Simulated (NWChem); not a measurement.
# Plane-wave run on BN (zincblende type)

```
BN
1.0
    0.00000     1.86242     1.86242
    1.86242     0.00000     1.86242
    1.86242     1.86242     0.00000
N B
1 1
Direct
  0.25000   0.25000   0.25000
  0.00000   0.00000   0.00000
```

Everything below was run with NWChem. Origin of the cell: lattice set by a structure generator, not relaxed at this level.

Norm-conserving pseudopotentials with valence charges N 5, B 3, fixed occupations, no spin-orbit coupling, density cut at twice the wavefunction cutoff.

Level: LDA (Vosko), default library, cutoff 40 Ha, density from a 6×6×6 mesh. Bands run along Γ–X–U|K–Γ–L–W–X with k in units of the cell's reciprocal vectors.

### Question
What gap does the band structure show, and how wide is the group of occupied bands?

### Answer
It shows an indirect gap along this path of 4.26 eV from Γ to X (smallest direct gap on this path 8.22 eV). The 4 occupied bands reach 19.1 eV below the valence-band top.
